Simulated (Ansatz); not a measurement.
# Al: the cost of one run

Computed with Ansatz 0.2.0 (DFT PBE, scalar-relativistic, plane waves, PAW, unless a step's input says otherwise).

**1. The structure to begin with**

Symmetry: Fm-3m, No. 225, cubic system. The conventional cell has a = 4.050 Å, b = 4.050 Å, c = 4.050 Å, α = 90.00°, β = 90.00°, γ = 90.00°. Al (site symmetry m-3m) has 12 Al at 2.86 Å in its first shell of neighbours.

Structure file:

```cif
data_structure
_symmetry_space_group_name_H-M 'Fm-3m'
_symmetry_Int_Tables_number 225
_cell_length_a 4.0500
_cell_length_b 4.0500
_cell_length_c 4.0500
_cell_angle_alpha 90.000
_cell_angle_beta 90.000
_cell_angle_gamma 90.000
_cell_volume 66.43
loop_
_atom_site_label
_atom_site_type_symbol
_atom_site_symmetry_multiplicity
_atom_site_Wyckoff_symbol
_atom_site_fract_x
_atom_site_fract_y
_atom_site_fract_z
_atom_site_occupancy
Al1 Al 4 a 0.00000 0.00000 0.00000 1
```

**2. Relaxing cell and atoms: Al, no spin**

The input, input.yaml:

```yaml
crystal:
  lattice:
    - [0.0, 2.025, 2.025]
    - [2.025, 0.0, 2.025]
    - [2.025, 2.025, 0.0]
  atoms:
    - { symbol: Al, position: [0.0, 0.0, 0.0] }
scf:
  occupations: { method: methfessel_paxton, width: 0.4 }
output:
  forces: true
  stress: true
  eigenvalues: true
hamiltonian:
  xc: pbe
kpoints:
  mp_grid: { grid: [16, 16, 16] }
relax:
  f_tol: 0.005
  max_steps: 40
  cell: { stress_tol: 0.02 }
```

Started as:

```console
$ ansatz run input.yaml --threads 4 --pin off --max-ram 12288MiB --backend cpu --events-out ev --progress --plain --runs-dir out
```

What time and memory should one allow on 4 threads of Intel Xeon Platinum 8259CL at 2.50GHz (Skylake/Cascade Lake), shared host?

About 2.4 s, with a peak of 0.32 GiB.
